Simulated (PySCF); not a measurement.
# C₂H₇F₃GeSi: a tour of settings

Which settings matter for C₂H₇F₃GeSi (`F[C](F)(F)[GeH2][CH2][SiH3]`), and how do bad ones show?

Programs: PySCF 2.14.0, with density-fitted response routines of our own. Each step states its level of theory. These are calculated values for one molecule in the gas phase, unless marked as measured. Atoms are numbered from 0 throughout.

## (1) The molecule as given

14 atoms, charge 0, multiplicity 1; geometry from: GFN2-xTB.

Bonds of the start (Å): F0–C1 1.35, C1–F2 1.35, C1–F3 1.35, C1–Ge4 2.00, Ge4–C5 1.96, C5–Si6 1.91, Ge4–H7 1.50, Ge4–H8 1.51, C5–H9 1.09, C5–H10 1.09, Si6–H11 1.47, Si6–H12 1.46, Si6–H13 1.46.

## (2) Shielding tensors: LC-wPBE/pcSseg-1

The job: settings as JSON, then the geometry in Å.

```
{"job": {"kind": "nmr", "xc": "LC-wPBE", "basis": "pcSseg-1", "pop": true, "scf": {"max_cycle": 2}}, "charge": 0, "multiplicity": 1}
F     -1.795989     0.720436     1.491005
C     -1.901535     0.574672     0.154252
F     -1.539071     1.757364    -0.380569
F     -3.213226     0.428107    -0.107904
Ge    -0.802634    -0.953957    -0.533841
C      0.957501    -0.898188     0.332094
Si     1.904979     0.735559     0.024741
H     -0.790447    -0.761267    -2.023058
H     -1.626372    -2.175627    -0.216745
H      1.546119    -1.741269    -0.026349
H      0.814581    -1.042090     1.403546
H      3.232990     0.571139     0.621258
H      1.194130     1.842206     0.660494
H      2.018296     0.942441    -1.421091
```

Level: GIAO LC-wPBE/pcSseg-1 NMR shielding, non-relativistic, gas phase.

Started as:

```console
$ OMP_NUM_THREADS=1 python probes_run.py task.json out
```

This one command runs all jobs of the session in turn.

What it wrote:

```text
final grid: 119800 points
cycle   1  E = -2745.4124007730  dE =  5.382e-02  |g| = 1.319e+00  |ddm| = 3.297e+00
cycle   2  E = -2745.4152183212  dE = -2.818e-03  |g| = 1.352e+00  |ddm| = 1.167e+00
SCF not converged, last energy = -2745.4152183212
```

Wall time 12 s (1 thread of Arm Neoverse V1, shared host); peak memory 0.76 GiB.

Why it failed: The cap of 2 cycles ended the SCF at a gradient of 1.4e+00. The remedy is to raise the cap. Numbers printed on the way are no properties of the molecule.

## (3) TDDFT and polarisability: PBE/6-311G**

Same as in step 2 but for these lines:

```diff
@@ -1,2 +1,2 @@
-{"job": {"kind": "nmr", "xc": "LC-wPBE", "basis": "pcSseg-1", "pop": true, "scf": {"max_cycle": 2}}, "charge": 0, "multiplicity": 1}
+{"job": {"kind": "uv", "xc": "PBE", "basis": "6-311G**", "nstates": 12, "ntriplets": 5, "tda": false}, "charge": 0, "multiplicity": 1}
 F     -1.795989     0.720436     1.491005
```

With the program's defaults for keys left out, this is: TDDFT PBE/6-311G**, vertical, gas phase, core orbitals frozen in the response.

What it wrote:

```text
coarse grid: 57392 points
cycle   1  E = -2745.4253721862  dE = -1.233e+00  |g| = 2.122e+00  |ddm| = 2.973e+00
cycle   2  E = -2744.8455968890  dE =  5.798e-01  |g| = 2.535e+00  |ddm| = 1.819e+00
cycle   3  E = -2745.5687694620  dE = -7.232e-01  |g| = 7.274e-01  |ddm| = 1.633e+00
cycle   4  E = -2745.6526424675  dE = -8.387e-02  |g| = 2.685e-01  |ddm| = 5.203e-01
cycle   5  E = -2745.6614853249  dE = -8.843e-03  |g| = 3.387e-02  |ddm| = 1.416e-01
cycle   6  E = -2745.6615941572  dE = -1.088e-04  |g| = 1.799e-02  |ddm| = 3.491e-02
cycle   7  E = -2745.6616455834  dE = -5.143e-05  |g| = 5.304e-03  |ddm| = 1.288e-02
cycle   8  E = -2745.6616503258  dE = -4.742e-06  |g| = 8.020e-04  |ddm| = 4.395e-03
final grid: 119800 points
cycle   9  E = -2745.6617375627  dE =  1.260e-07  |g| = 1.290e-03  |ddm| = 2.654e-03
cycle  10  E = -2745.6617369031  dE =  6.596e-07  |g| = 2.403e-03  |ddm| = 2.922e-03
cycle  11  E = -2745.6617379160  dE = -1.013e-06  |g| = 2.645e-04  |ddm| = 1.644e-03
cycle  12  E = -2745.6617379339  dE = -1.796e-08  |g| = 6.484e-05  |ddm| = 2.811e-04
cycle  13  E = -2745.6617379344  dE = -5.002e-10  |g| = 4.606e-06  |ddm| = 3.412e-05
converged SCF energy = -2745.6617379344

Static polarisability (au): isotropic 77.953, principal 69.335 72.763 91.761

Singlet excitations
state   eV       nm        f      main configurations
  1   6.9283    179.0   0.00251   H->L 0.96
  2   7.2779    170.4   0.13269   H-1->L 0.94
  3   7.4991    165.3   0.00455   H->L+1 0.91
  4   7.7134    160.7   0.02304   H-1->L+1 0.83
  5   7.7255    160.5   0.01111   H-2->L 0.90
  6   7.9235    156.5   0.00099   H-3->L 0.96
  7   7.9574    155.8   0.00988   H->L+2 0.70, H->L+3 0.15
  8   8.1191    152.7   0.00217   H-4->L 0.53, H-2->L+1 0.26, H-1->L+2 0.16
  9   8.1727    151.7   0.02331   H-1->L+2 0.42, H-2->L+1 0.21, H->L+3 0.14
 10   8.2247    150.7   0.05474   H-4->L 0.35, H-2->L+1 0.26, H-1->L+2 0.12
 11   8.2938    149.5   0.01509   H->L+5 0.59, H->L+3 0.10, H-2->L+1 0.09
 12   8.3068    149.3   0.00541   H->L+4 0.61, H-1->L+3 0.22

Triplet excitations (Tamm-Dancoff, eV): 6.6805 6.8228 7.0697 7.2408 7.3795
```

Run time: 50 s. Hardware: 1 thread of Arm Neoverse V1, shared host; peak memory 0.72 GiB.

Frontier orbitals and where they lie:

| orbital | eV | atoms |
| --- | --- | --- |
| HOMO−3 | -8.47 | Si6 37 %, H12 32 %, H13 19 % |
| HOMO−2 | -8.23 | C5 18 %, Ge4 18 %, Si6 16 % |
| HOMO−1 | -7.69 | C5 33 %, Si6 19 %, Ge4 19 % |
| HOMO | -7.47 | Ge4 26 %, C1 22 %, F3 13 % |
| LUMO | -0.64 | Si6 34 %, Ge4 31 %, C5 14 % |
| LUMO+1 | -0.17 | Ge4 44 %, Si6 20 %, H11 9 % |
| LUMO+2 | 0.30 | Ge4 41 %, Si6 20 %, C1 10 % |

With each of the 12 states as a Gaussian band of 0.4 eV half-width at 1/e, the curve within the window shown has maxima at 169 nm (ε 6,100), 152 nm (ε 4,700) L/(mol cm). Beyond the last state computed it falls off for lack of states. The curve at chosen wavelengths:

nm, ε (L/mol/cm) and a bar:
```
      144       1697 ########
      146       2743 ##############
      148       3762 ###################
      150       4471 ######################
      152       4727 ########################
      154       4603 #######################
      156       4323 #####################
      158       4133 #####################
      160       4196 #####################
      162       4547 #######################
      164       5093 #########################
      166       5654 ############################
      168       6023 ##############################
      171       5902 #############################
      173       5339 ###########################
      175       4500 ######################
      177       3542 ##################
      179       2613 #############
      181       1815 #########
      183       1192 ######
      185        745 ####
      187        445 ##
      189        255 #
      191        141 #
      193         76 
      195         40
```

Ground-state properties from the same run:

| property | computed |
| --- | --- |
| dipole moment (D) | 2.40 |
| polarisability (Å³) | 11.55 |
| HOMO–LUMO gap (eV) | 6.83 |
| −ε(HOMO) (eV) | 7.47 |

## (4) Excited states and response: B97-2/def2-SVPD

Same as in step 3 but for these lines:

```diff
@@ -1,2 +1,2 @@
-{"job": {"kind": "uv", "xc": "PBE", "basis": "6-311G**", "nstates": 12, "ntriplets": 5, "tda": false}, "charge": 0, "multiplicity": 1}
+{"job": {"kind": "uv", "xc": "B97-2", "basis": "def2-SVPD", "nstates": 3, "ntriplets": 0, "tda": true, "grid": 0, "scf": {"max_cycle": 68}}, "charge": 0, "multiplicity": 1}
 F     -1.795989     0.720436     1.491005
```

Method: TDA B97-2/def2-SVPD, vertical, gas phase, core orbitals frozen in the response.

What it wrote:

```text
final grid: 13848 points
cycle   1  E = -2746.0530569086  dE = -6.120e-03  |g| = 8.915e-01  |ddm| = 4.245e+00
cycle   2  E = -2745.8766138416  dE =  1.764e-01  |g| = 1.365e+00  |ddm| = 1.743e+00
cycle   3  E = -2746.1925213847  dE = -3.159e-01  |g| = 5.586e-02  |ddm| = 1.066e+00
cycle   4  E = -2746.1929324730  dE = -4.111e-04  |g| = 3.293e-02  |ddm| = 9.774e-02
cycle   5  E = -2746.1930743356  dE = -1.419e-04  |g| = 5.848e-03  |ddm| = 3.470e-02
cycle   6  E = -2746.1930820639  dE = -7.728e-06  |g| = 1.856e-03  |ddm| = 9.772e-03
cycle   7  E = -2746.1930827834  dE = -7.195e-07  |g| = 3.684e-04  |ddm| = 2.266e-03
cycle   8  E = -2746.1930828067  dE = -2.334e-08  |g| = 1.025e-04  |ddm| = 6.222e-04
cycle   9  E = -2746.1930828087  dE = -1.951e-09  |g| = 4.659e-05  |ddm| = 1.690e-04
cycle  10  E = -2746.1930828091  dE = -4.493e-10  |g| = 8.828e-06  |ddm| = 5.131e-05
converged SCF energy = -2746.1930828091

Static polarisability (au): isotropic 83.851, principal 74.451 80.257 96.846

Singlet excitations
state   eV       nm        f      main configurations
  1   7.7603    159.8   0.08396   H->L 0.97
  2   8.0061    154.9   0.00917   H-1->L 0.91
  3   8.2024    151.2   0.07250   H->L+1 0.72, H->L+2 0.14
```

Run time: 22 s. Hardware: 1 thread of Arm Neoverse V1, shared host; peak memory 0.93 GiB.

It converged, yet the result is unsound: grid level 0 is too coarse. Its HOMO lies at -8.74 eV, against -7.47 eV in step 3 (PBE/6-311G**), a different level, so the two don't compare directly.

## (5) Shielding tensors: OPBE/6-311G**

Same as in step 4 but for these lines:

```diff
@@ -1,2 +1,2 @@
-{"job": {"kind": "uv", "xc": "B97-2", "basis": "def2-SVPD", "nstates": 3, "ntriplets": 0, "tda": true, "grid": 0, "scf": {"max_cycle": 68}}, "charge": 0, "multiplicity": 1}
+{"job": {"kind": "nmr", "xc": "OPBE", "basis": "6-311G**", "pop": false, "scf": {"aux": "def2-universal-jkfit", "guess": "atom"}}, "charge": 0, "multiplicity": 1}
 F     -1.795989     0.720436     1.491005
```

Method: GIAO OPBE/6-311G** NMR shielding, non-relativistic, gas phase.

What it wrote:

```text
final grid: 119800 points
cycle   1  E = -2746.6061523546  dE =  1.230e+00  |g| = 1.095e+00  |ddm| = 3.157e+00
cycle   2  E = -2746.1352107225  dE =  4.709e-01  |g| = 1.633e+00  |ddm| = 2.217e+00
cycle   3  E = -2746.8542011698  dE = -7.190e-01  |g| = 2.207e-01  |ddm| = 1.752e+00
cycle   4  E = -2746.8667700764  dE = -1.257e-02  |g| = 9.652e-02  |ddm| = 2.792e-01
cycle   5  E = -2746.8683282149  dE = -1.558e-03  |g| = 4.028e-02  |ddm| = 8.772e-02
cycle   6  E = -2746.8685867461  dE = -2.585e-04  |g| = 1.057e-02  |ddm| = 2.780e-02
cycle   7  E = -2746.8686056811  dE = -1.894e-05  |g| = 1.854e-03  |ddm| = 9.623e-03
cycle   8  E = -2746.8686064354  dE = -7.543e-07  |g| = 1.055e-03  |ddm| = 2.447e-03
cycle   9  E = -2746.8686066199  dE = -1.844e-07  |g| = 2.674e-04  |ddm| = 6.941e-04
cycle  10  E = -2746.8686066323  dE = -1.241e-08  |g| = 6.575e-05  |ddm| = 2.205e-04
cycle  11  E = -2746.8686066332  dE = -8.872e-10  |g| = 2.666e-05  |ddm| = 7.035e-05
converged SCF energy = -2746.8686066332

GIAO shielding tensors (ppm)
atom      isotropic    diamagn.    paramagn.     s11        s22        s33       span
  0 F      230.115     472.525    -242.410    136.264    232.244    321.837    185.574
  1 C       54.758     251.663    -196.906     50.451     52.688     61.133     10.682
  2 F      225.045     472.711    -247.666    135.004    226.212    313.920    178.916
  3 F      227.384     465.995    -238.611    137.023    224.569    320.559    183.536
  4 Ge    1468.138    2759.527   -1291.389   1402.737   1430.988   1570.689    167.952
  5 C      201.660     250.607     -48.947    193.402    203.348    208.229     14.827
  6 Si     429.686     881.455    -451.770    409.375    411.362    468.320     58.945
  7 H       27.584      30.140      -2.556     21.841     22.448     38.463     16.622
  8 H       27.303      29.148      -1.845     20.602     22.364     38.941     18.339
  9 H       31.799      30.379       1.419     25.606     28.918     40.872     15.266
 10 H       31.521      31.120       0.400     26.233     28.960     39.368     13.135
 11 H       27.555      29.099      -1.544     23.800     25.166     33.697      9.897
 12 H       27.605      30.441      -2.836     23.438     27.689     31.689      8.250
 13 H       27.774      30.026      -2.252     24.218     26.312     32.791      8.573
```

It took 36 s on 1 thread of Arm Neoverse V1, shared host; peak memory 0.78 GiB.

Shifts follow as δ = σ(reference) − σ, with reference shieldings (ppm) from runs at the same level and on the same kind of geometry: 1H TMS 31.98, 13C TMS 191.3, 29Si TMS 361.9, 19F CFCl3 143.9. The references are single molecules in the gas phase, so shifts against H2O, NH3, PH3, H3PO4 or CFCl3 are not on the usual liquid scales and can be off by tens of ppm. Atoms listed in one row are averaged.

| atoms | environment | σ (ppm) | δ (ppm) |
| --- | --- | --- | --- |
| C1 | CF3 carbon | 54.8 | 136.6 |
| C5 | sp3 CH2 bonded to Ge and Si | 201.7 | -10.3 |
| H7, H8 | hydrogen on a germanium bonded to 2 C | 27.44 | 4.54 |
| H11, H12, H13 | hydrogen on a silicon bonded to C | 27.64 | 4.33 |
| H9, H10 | hydrogen on an sp3 CH2 bonded to Ge and Si | 31.66 | 0.32 |
| F0, F2, F3 | fluorine of a CF3 group | 227.5 | -83.6 |
| Ge4 | germanium bonded to 2 C, 2 H | 1468 | – |
| Si6 | silicon bonded to C, 3 H | 429.7 | -67.7 |

## (6) NMR shieldings: HF/aug-cc-pVDZ

Same as in step 5 but for these lines:

```diff
@@ -1,2 +1,2 @@
-{"job": {"kind": "nmr", "xc": "OPBE", "basis": "6-311G**", "pop": false, "scf": {"aux": "def2-universal-jkfit", "guess": "atom"}}, "charge": 0, "multiplicity": 1}
+{"job": {"kind": "nmr", "xc": "HF", "basis": "aug-cc-pVDZ", "pop": false, "scf": {"max_cycle": 8}}, "charge": 0, "multiplicity": 1}
 F     -1.795989     0.720436     1.491005
```

With the program's defaults for keys left out, this is: GIAO HF/aug-cc-pVDZ NMR shielding, non-relativistic, gas phase.

What it wrote:

```text
final grid: 119800 points
cycle   1  E = -2742.2485941579  dE =  1.941e-01  |g| = 8.817e-01  |ddm| = 6.436e+00
cycle   2  E = -2742.3821369161  dE = -1.335e-01  |g| = 5.392e-01  |ddm| = 2.335e+00
cycle   3  E = -2742.4318340273  dE = -4.970e-02  |g| = 6.877e-02  |ddm| = 8.114e-01
cycle   4  E = -2742.4338530041  dE = -2.019e-03  |g| = 1.929e-02  |ddm| = 3.484e-01
cycle   5  E = -2742.4339866731  dE = -1.337e-04  |g| = 4.117e-03  |ddm| = 7.732e-02
cycle   6  E = -2742.4339964851  dE = -9.812e-06  |g| = 1.022e-03  |ddm| = 2.022e-02
cycle   7  E = -2742.4339970138  dE = -5.287e-07  |g| = 2.876e-04  |ddm| = 4.267e-03
cycle   8  E = -2742.4339970609  dE = -4.712e-08  |g| = 9.007e-05  |ddm| = 1.357e-03
SCF not converged, last energy = -2742.4339970609
```

It took 7.1 s on 1 thread of Arm Neoverse V1, shared host; peak memory 0.64 GiB.

**What went wrong.** The cap of 8 cycles ended the SCF at a gradient of 9.0e-05. Cure: raise the cap. Numbers printed on the way are no properties of the molecule.

## (7) Results

```
                                                                 quantity                                            value
                                            lowest singlet (PBE/6-311G**)                      6.93 eV (179 nm), f = 0.003
                                 brightest single state of those computed                      state 2, 7.28 eV, f = 0.133
                                                           lowest triplet                                          6.68 eV
                                   13C shifts against TMS (OPBE/6-311G**)                                 136.6, -10.3 ppm
   1H shifts against TMS (OPBE/6-311G**, means over atoms taken as alike)                             4.54, 4.33, 0.32 ppm
19F shifts against CFCl3 (OPBE/6-311G**, means over atoms taken as alike)                                        -83.6 ppm
                                  29Si shifts against TMS (OPBE/6-311G**)                                        -67.7 ppm
                                         shieldings of Ge (OPBE/6-311G**)                                   Ge4 1468.1 ppm
                                            property runs in this session  5, of which 2 failed and 1 gave unsound results
```

Single values in the summary come from the first run of each kind that ended normally (OPBE/6-311G**; PBE/6-311G**), which need not be the best level. The first singlet state (HOMO→LUMO 0.96) lies at 6.93 eV and is weak; of the 12 states computed, the strongest absorption comes from state 2 at 7.28 eV. The lowest triplet lies 0.25 eV below the lowest singlet (triplets in Tamm-Dancoff, singlets in full TDDFT). The basis of PBE/6-311G** has no diffuse functions, so Rydberg states are missing and the high states are unreliable. At OPBE/6-311G**: The widest tensor belongs to F0, F2, F3: span 183 ppm, with a paramagnetic part of -243 ppm. Spin-orbit coupling is left out, which matters for shieldings and couplings at and beside the heavy atoms.
